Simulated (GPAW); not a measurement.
NiAu3 in GPAW: the effect of strain hydrostatic

The system is NiAu3.

```
CELL_PARAMETERS angstrom
3.86704 0.00000 0.00000
0.00000 3.86704 0.00000
0.00000 0.00000 3.86704
ATOMIC_POSITIONS crystal
Au 0.50000 0.50000 0.00000
Au 0.00000 0.50000 0.50000
Au 0.50000 0.00000 0.50000
Ni 0.00000 0.00000 0.00000
```

The cell comes from a database or a generator and needn't be the stable form of this composition.

Alike in all runs:

- Program: GPAW 26.7.0
- Task: single point
- Functional: PBEsol
- Potentials or basis: PAW data sets generated in the run's folder for this functional
- Cutoff: 600 eV
- Basis: pw
- k mesh: 7 × 7 × 7
- Occupations: fermi-dirac, width 0.05 eV
- Spin: collinear spin, ferromagnetic start
- Starting moments: [0.0, 0.0, 0.0, 1.0] μB
- Maxiter: 150

```tsv
strain hydrostatic	pressure (GPa)
-0.04	18.5
-0.02	3.6
-0.01	-2.1
0	-6.8
0.01	-10.7
0.02	?
0.04	-18.4
```

Task: What does the run with strain hydrostatic 0.02 give?

Result: Pressure -13.9 GPa.

Worked out: A parabola through the other rows of the pressure, of slope -284 GPa per unit of strain hydrostatic there, gives -14.3 GPa, against the run's -13.9.

Caveats: with this Au data set, volumes or pressures lay over 1.5 % or 2 GPa off other programs in two to four cells of ten; the density grid can change from cell to cell, which puts small steps into energies and stress; the stock nickel data set gives pressures a few GPa off other programs.
